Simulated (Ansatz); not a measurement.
# Li3SiS6: the cost of one run

Program: Ansatz 0.2.0. Level of theory: DFT PBE, scalar-relativistic, plane waves, PAW. These are calculated values, not measurements.

### 1 The starting structure

It takes space group Fm-3m (No. 225, cubic). Conventional cell: a = 9.139 Å, b = 9.139 Å, c = 9.139 Å, α = 90.00°, β = 90.00°, γ = 90.00°. Li (site symmetry -43m) has 12 S at 3.24 Å as nearest neighbours. Li (site symmetry m-3m) is surrounded by 6 S at 2.46 Å. Si (site symmetry m-3m) is surrounded by 6 S at 2.11 Å. S (site symmetry 4mm) has 1 Si at 2.11 Å and 1 Li at 2.46 Å as nearest neighbours.

Coordinates:

```cif
data_structure
_symmetry_space_group_name_H-M 'Fm-3m'
_symmetry_Int_Tables_number 225
_cell_length_a 9.1392
_cell_length_b 9.1392
_cell_length_c 9.1392
_cell_angle_alpha 90.000
_cell_angle_beta 90.000
_cell_angle_gamma 90.000
_cell_volume 763.36
loop_
_atom_site_label
_atom_site_type_symbol
_atom_site_symmetry_multiplicity
_atom_site_Wyckoff_symbol
_atom_site_fract_x
_atom_site_fract_y
_atom_site_fract_z
_atom_site_occupancy
Li1 Li 8 c 0.25000 0.75000 0.75000 1
Li2 Li 4 b 0.50000 0.00000 0.00000 1
Si1 Si 4 a 0.00000 0.00000 0.00000 1
S1 S 24 e 0.23105 0.00000 0.00000 1
```

Recipe of the guess: species swapped into a database cell of K3HoF6 (Fm-3m, No. 225), with Li on the K sites, Si on the Ho sites and S on the F sites. Its size is a rough estimate.

### 2 Probe: one point on a coarse mesh

input.yaml reads:

```yaml
crystal:
  lattice:
    - [0.0, 4.5696188, 4.5696188]
    - [4.5696188, 0.0, 4.5696188]
    - [4.5696188, 4.5696188, 0.0]
  atoms:
    - { symbol: Li, position: [0.25, 0.25, 0.25] }
    - { symbol: Li, position: [0.75, 0.75, 0.75] }
    - { symbol: Li, position: [0.5, 0.5, 0.5] }
    - { symbol: Si, position: [0.0, 0.0, 0.0] }
    - { symbol: S, position: [0.76895399, 0.23104601, 0.23104601] }
    - { symbol: S, position: [0.23104601, 0.76895399, 0.76895399] }
    - { symbol: S, position: [0.23104601, 0.76895399, 0.23104601] }
    - { symbol: S, position: [0.76895399, 0.23104601, 0.76895399] }
    - { symbol: S, position: [0.23104601, 0.23104601, 0.76895399] }
    - { symbol: S, position: [0.76895399, 0.76895399, 0.23104601] }
basis:
  ecutwfc: 420
kpoints:
  mp_grid: { grid: [4, 4, 4] }
hamiltonian:
  xc: pbe
scf:
  occupations: { method: gaussian, width: 0.1 }
  lower_state_search: "off"
output:
  forces: true
  stress: true
  eigenvalues: true
```

Run with:

```sh
> ansatz run input.yaml --threads 1 --pin off --max-ram 2048MiB --backend cpu --events-out ev --progress --plain --runs-dir out
```

What time and memory should one allow on 1 thread of AMD EPYC 7B13 (Zen 3), shared host?

About 2.7 s, with a peak of 0.47 GiB.
